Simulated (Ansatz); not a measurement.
Molecular dynamics of Al₂O₃

Input:

```yaml
crystal:
  lattice:
    - [-2.409164, -1.390932, 8.763098]
    - [2.409164, -1.390932, 8.763098]
    - [0.0, 2.781863, 8.763098]
  atoms:
    - { symbol: Al, position: [0.22365629, 0.01402512, 0.27981253] }
    - { symbol: Al, position: [0.1880955, -0.14492847, 0.16610924] }
    - { symbol: Al, position: [0.41764669, 0.1078789, 0.44019701] }
    - { symbol: Al, position: [0.51953473, 0.23699081, 0.51899502] }
    - { symbol: O, position: [0.40860484, 0.7456208, 0.71511996] }
    - { symbol: O, position: [0.71951961, 0.07697237, 1.05600521] }
    - { symbol: O, position: [1.03024407, 0.38504349, 0.46039377] }
    - { symbol: O, position: [0.26113826, 0.40046794, 0.94167638] }
    - { symbol: O, position: [0.96716689, -0.0494417, 0.69170869] }
    - { symbol: O, position: [0.6394412, 0.65567904, 0.3017036] }
    - { symbol: Al, position: [0.74573086, 0.48185133, 0.79365901] }
    - { symbol: Al, position: [0.65339012, 0.40186575, 0.6658904] }
    - { symbol: Al, position: [0.88097453, 0.66007146, 0.8945851] }
    - { symbol: Al, position: [1.01537904, 0.7432892, 0.99402836] }
    - { symbol: O, position: [0.87383469, 0.2663022, 0.24089709] }
    - { symbol: O, position: [0.22014903, 0.67257922, 0.47968846] }
    - { symbol: O, position: [0.46831165, 0.00074635, 0.89314988] }
    - { symbol: O, position: [0.73409761, -0.15163716, 0.55364774] }
    - { symbol: O, position: [0.44601402, 0.44549552, 0.21348677] }
    - { symbol: O, position: [0.15591537, 0.16990433, 0.79114454] }
basis:
  ecutwfc: 420.0
kpoints:
  mp_grid: { grid: [3, 3, 3] }
hamiltonian:
  xc: lda
  pseudopotentials: { kind: paw, azcp: { folder: soft_1 } }
scf:
  occupations: { method: fermi_dirac, width: 0.17 }
  lower_state_search: "off"
md:
  timestep: 1.5
  n_steps: 309
  ensemble: nvt_langevin
  temperature: 1600.0
  initial_velocities: maxwell_boltzmann
  seed: 654002
  friction: 0.02
  temperature_schedule:
    - { n_steps: 232, end_temperature: 300.0 }
    - { n_steps: 77, end_temperature: 300.0 }
```

Command:

```bash
$ ansatz run input.yaml --threads 2 --pin off --max-ram 5120MiB --backend cpu --events-out ev --progress --plain --runs-dir out
```

It goes on from the last frame of an earlier run, with new velocities.

Output, in part (step lines):

```
md step     0: t =     0.00 fs  T =  1520.0 K (target 1600.0 K)  F+E_penalty+E_count = -10795.28220191 eV  E_kin = 3.929504 eV  (10 SCF iters)
md step     1: t =     1.50 fs  T =  1549.8 K (target 1597.2 K)  F+E_penalty+E_count = -10795.23717377 eV  E_kin = 4.006414 eV  (8 SCF iters)
md step     2: t =     3.00 fs  T =  1592.0 K (target 1591.6 K)  F+E_penalty+E_count = -10795.20326320 eV  E_kin = 4.115547 eV  (8 SCF iters)
md step     3: t =     4.50 fs  T =  1582.8 K (target 1586.0 K)  F+E_penalty+E_count = -10795.16291607 eV  E_kin = 4.091816 eV  (8 SCF iters)
md step     4: t =     6.00 fs  T =  1564.8 K (target 1580.4 K)  F+E_penalty+E_count = -10795.09497970 eV  E_kin = 4.045221 eV  (8 SCF iters)
md step     5: t =     7.50 fs  T =  1654.1 K (target 1574.8 K)  F+E_penalty+E_count = -10795.00399286 eV  E_kin = 4.276069 eV  (6 SCF iters)
md step     6: t =     9.00 fs  T =  1555.8 K (target 1569.2 K)  F+E_penalty+E_count = -10794.93488766 eV  E_kin = 4.022030 eV  (7 SCF iters)
md step     7: t =    10.50 fs  T =  1536.4 K (target 1563.6 K)  F+E_penalty+E_count = -10794.89582590 eV  E_kin = 3.971927 eV  (7 SCF iters)
[... lines left out ...]
md step   308: t =   462.00 fs  T =   304.8 K (target 300.0 K)  F+E_penalty+E_count = -10798.71568604 eV  E_kin = 0.788081 eV  (5 SCF iters)
md step   309: t =   463.50 fs  T =   266.1 K (target 300.0 K)  F+E_penalty+E_count = -10798.66968363 eV  E_kin = 0.687870 eV  (7 SCF iters)
```

The steps, from the saved trajectory:

```json
{"time (fs)": "0", "T (K)": "1520", "potential energy less start (eV)": "0.000"}
{"time (fs)": "15", "T (K)": "1446", "potential energy less start (eV)": "0.460"}
{"time (fs)": "30", "T (K)": "1549", "potential energy less start (eV)": "-0.191"}
{"time (fs)": "45", "T (K)": "1940", "potential energy less start (eV)": "-0.120"}
{"time (fs)": "60", "T (K)": "1352", "potential energy less start (eV)": "1.463"}
{"time (fs)": "75", "T (K)": "1530", "potential energy less start (eV)": "-0.433"}
{"time (fs)": "90", "T (K)": "1424", "potential energy less start (eV)": "-0.079"}
{"time (fs)": "105", "T (K)": "1470", "potential energy less start (eV)": "0.519"}
{"time (fs)": "120", "T (K)": "1314", "potential energy less start (eV)": "0.955"}
{"time (fs)": "135", "T (K)": "1426", "potential energy less start (eV)": "-0.006"}
{"time (fs)": "150", "T (K)": "1571", "potential energy less start (eV)": "-1.224"}
{"time (fs)": "165", "T (K)": "970", "potential energy less start (eV)": "-0.450"}
{"time (fs)": "180", "T (K)": "1114", "potential energy less start (eV)": "-1.473"}
{"time (fs)": "195", "T (K)": "1292", "potential energy less start (eV)": "-1.923"}
{"time (fs)": "210", "T (K)": "1131", "potential energy less start (eV)": "-0.699"}
{"time (fs)": "225", "T (K)": "1037", "potential energy less start (eV)": "-1.146"}
{"time (fs)": "240", "T (K)": "1272", "potential energy less start (eV)": "-2.034"}
{"time (fs)": "255", "T (K)": "799", "potential energy less start (eV)": "-1.064"}
{"time (fs)": "270", "T (K)": "916", "potential energy less start (eV)": "-2.258"}
{"time (fs)": "285", "T (K)": "637", "potential energy less start (eV)": "-2.589"}
{"time (fs)": "300", "T (K)": "531", "potential energy less start (eV)": "-2.407"}
{"time (fs)": "315", "T (K)": "653", "potential energy less start (eV)": "-3.034"}
{"time (fs)": "330", "T (K)": "489", "potential energy less start (eV)": "-2.821"}
{"time (fs)": "345", "T (K)": "495", "potential energy less start (eV)": "-2.927"}
{"time (fs)": "360", "T (K)": "406", "potential energy less start (eV)": "-3.063"}
{"time (fs)": "375", "T (K)": "378", "potential energy less start (eV)": "-3.247"}
{"time (fs)": "390", "T (K)": "262", "potential energy less start (eV)": "-3.239"}
{"time (fs)": "405", "T (K)": "290", "potential energy less start (eV)": "-3.633"}
{"time (fs)": "420", "T (K)": "232", "potential energy less start (eV)": "-3.452"}
{"time (fs)": "435", "T (K)": "269", "potential energy less start (eV)": "-3.436"}
{"time (fs)": "450", "T (K)": "303", "potential energy less start (eV)": "-3.377"}
```

All steps were run. The schedule's set-point averaged 409 K over the second half and the system 519 K, so it lags behind the ramp. A run of 0.46 ps of so small a system gives no equilibrium averages. Limits of this set-up: PAW files made for another functional.

Mean squared displacements from the first frame to the last, about the centre of mass: Al 0.02 Å², O 0.06 Å².

Last frame:

```xyz
20
Lattice="-2.4092 -1.3909 8.7631 2.4092 -1.3909 8.7631 0.0000 2.7819 8.7631" Properties=species:S:1:pos:R:3
Al -0.659 0.699 4.523
Al -0.774 0.755 1.796
Al -0.691 0.725 8.356
Al -0.756 0.785 11.108
O 0.805 0.736 16.216
O -1.397 1.951 16.268
O -1.429 -0.540 16.245
O 0.276 2.186 14.053
O -2.282 0.878 14.026
O 0.065 -0.753 14.021
Al -0.678 0.702 17.708
Al -0.668 0.682 14.930
Al -0.627 0.745 21.490
Al -0.637 0.717 24.278
O -1.587 -0.643 11.914
O 1.023 0.684 11.882
O -1.435 2.325 11.884
O -2.201 0.709 9.684
O 0.026 -0.622 9.743
O -0.065 1.969 9.675
```

Time of the run: 33 min on 2 threads of Arm Neoverse V1 (shared host), peak memory 0.47 GiB.
